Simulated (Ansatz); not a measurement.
# CH6AlFOSi: the cost of one run

Method: RKS PBE-D4/def2-SVP; program: Ansatz 0.2.0.

## (1) Where the work starts

11 atoms, charge 0, spin multiplicity 1.

Atoms are counted from 1 here; the program's logs count them from 0.

Bond lengths: C1–Al2 1.971 Å, C1–H6 1.112 Å, C1–H7 1.109 Å, C1–H8 1.113 Å, Al2–Si3 2.474 Å, Al2–H9 1.607 Å, Si3–O4 1.686 Å, Si3–F5 1.657 Å, Si3–H10 1.503 Å, O4–H11 0.974 Å. Angles: Al2–C1–H6 110.2°, Al2–C1–H7 114.6°, Al2–C1–H8 110.4°, H6–C1–H7 107.6°, H6–C1–H8 105.9°, H7–C1–H8 107.7°, C1–Al2–Si3 118.0°, C1–Al2–H9 119.1°, Si3–Al2–H9 122.8°, Al2–Si3–O4 110.5°, Al2–Si3–F5 105.6°, Al2–Si3–H10 120.6°, O4–Si3–F5 109.5°, O4–Si3–H10 103.3°, F5–Si3–H10 107.0°, Si3–O4–H11 114.5°.

Geometry (Å):

```xyz
11
charge 0, multiplicity 1
C    -1.4294    0.6492   -1.1944
Al    0.2146   -0.4305   -1.0651
Si    1.4042   -0.4819    1.1032
O     0.3042   -0.5685    2.3775
F     2.2390    0.9465    1.1884
H    -1.3339    1.3997   -2.0096
H    -1.6969    1.1947   -0.2663
H    -2.2944    0.0064   -1.4706
H     0.7266   -1.2345   -2.3588
H     2.3816   -1.5811    1.4132
H    -0.4502    0.0428    2.3029
```

This geometry comes from a loose relaxation at PBE in a small basis, which is not shown.

## (3) The grid

- dihedral C1–Al2–Si3–O4: 10 values from −180 to 144 °, periodic
- dihedral Al2–Si3–O4–H11: 10 values from −180 to 144 °, periodic

Nothing else is relaxed (all other coordinates rigid). Energies count from the relaxed molecule at the same level. Points are written as (first, second).

(The set-up runs are not shown.)

## (4) Grid point (108°, 108°)

File input.yaml:

```yaml
crystal:
  periodic: [false, false, false]
  atoms:
    - { symbol: C, position_ang: [-1.433065, 0.645207, -1.19325] }
    - { symbol: Al, position_ang: [0.21332, -0.430789, -1.063821] }
    - { symbol: Si, position_ang: [1.404274, -0.481033, 1.104262] }
    - { symbol: O, position_ang: [1.214986, -1.980566, 1.850683] }
    - { symbol: F, position_ang: [0.695273, 0.69378, 2.031782] }
    - { symbol: H, position_ang: [-1.327749, 1.406144, -1.997784] }
    - { symbol: H, position_ang: [-1.711401, 1.179117, -0.261966] }
    - { symbol: H, position_ang: [-2.294522, 0.006648, -1.489071] }
    - { symbol: H, position_ang: [0.72947, -1.229837, -2.358855] }
    - { symbol: H, position_ang: [2.888505, -0.248895, 1.161985] }
    - { symbol: H, position_ang: [2.015957, -2.534025, 1.852331] }
basis:
  gaussian: { orbitals: def2-SVP }
hamiltonian:
  xc: pbe
  dispersion: d4
output:
  forces: true
```

Started as:

```
ansatz run input.yaml --threads 1 --pin off --max-ram 2560MiB --backend cpu --events-out ev --progress --plain --runs-dir out
```

What time and memory should one allow on 1 thread of Intel Xeon Platinum 8375C at 2.90GHz (Ice Lake), shared host?

About 2.6 s, with a peak of 0.15 GiB.
